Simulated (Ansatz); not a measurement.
# AlGaN2: the cost of one run

Computed with Ansatz 0.2.0 (DFT LDA, scalar-relativistic, plane waves, PAW, unless a step's input says otherwise).

### 1 The structure to begin with

It takes space group P-4m2 (No. 115, tetragonal). Conventional cell: a = 3.141 Å, b = 3.141 Å, c = 4.424 Å, α = 90.00°, β = 90.00°, γ = 90.00°. Al (site symmetry -4m2) is surrounded by 4 N at 1.89 Å. Around Ga (site symmetry -4m2) lie 4 N at 1.95 Å. N (site symmetry 2mm) is surrounded by 2 Al at 1.89 Å and 2 Ga at 1.95 Å.

Structure file:

```cif
data_structure
_symmetry_space_group_name_H-M 'P-4m2'
_symmetry_Int_Tables_number 115
_cell_length_a 3.1409
_cell_length_b 3.1409
_cell_length_c 4.4238
_cell_angle_alpha 90.000
_cell_angle_beta 90.000
_cell_angle_gamma 90.000
_cell_volume 43.64
loop_
_atom_site_label
_atom_site_type_symbol
_atom_site_symmetry_multiplicity
_atom_site_Wyckoff_symbol
_atom_site_fract_x
_atom_site_fract_y
_atom_site_fract_z
_atom_site_occupancy
Al1 Al 1 c 0.50000 0.50000 0.50000 1
Ga1 Ga 1 a 0.00000 0.00000 0.00000 1
N1 N 2 g 0.50000 0.00000 0.73826 1
```

It goes back to an entry of the Materials Project, which need not be the stable form.

No relaxation comes first: the listed cell is the starting point.

### 2 Next: a strain scan

The cell is strained by ε times the Voigt pattern (1, 1, 0, 0, 0, 0) (xx, yy, zz, yz, xz, xy; engineering shear), with fractional coordinates fixed (clamped ions). The stress on the pattern is the sum of the stress components weighted by it, tension positive.

### 3 At ε = -0.0200

input.yaml

```yaml
crystal:
  lattice:
    - [3.0780595077, 0.0, 0.0]
    - [0.0, 3.0780595077, 0.0]
    - [0.0, 0.0, 4.42383794]
  atoms:
    - { symbol: Al, position: [0.5, 0.5, 0.5] }
    - { symbol: Ga, position: [0.0, 0.0, 0.0] }
    - { symbol: "N", position: [0.5, 0.0, 0.73826481] }
    - { symbol: "N", position: [0.0, 0.5, 0.26173519] }
basis:
  ecutwfc: 420
kpoints:
  mp_grid: { grid: [8, 8, 6] }
hamiltonian:
  xc: lda
scf:
  occupations: { method: gaussian, width: 0.05 }
output:
  forces: true
  stress: true
  eigenvalues: true
```

Q: Estimate wall time and peak memory on 1 thread of an Arm CPU, shared host.

About 6.7 s, with a peak of 0.33 GiB.
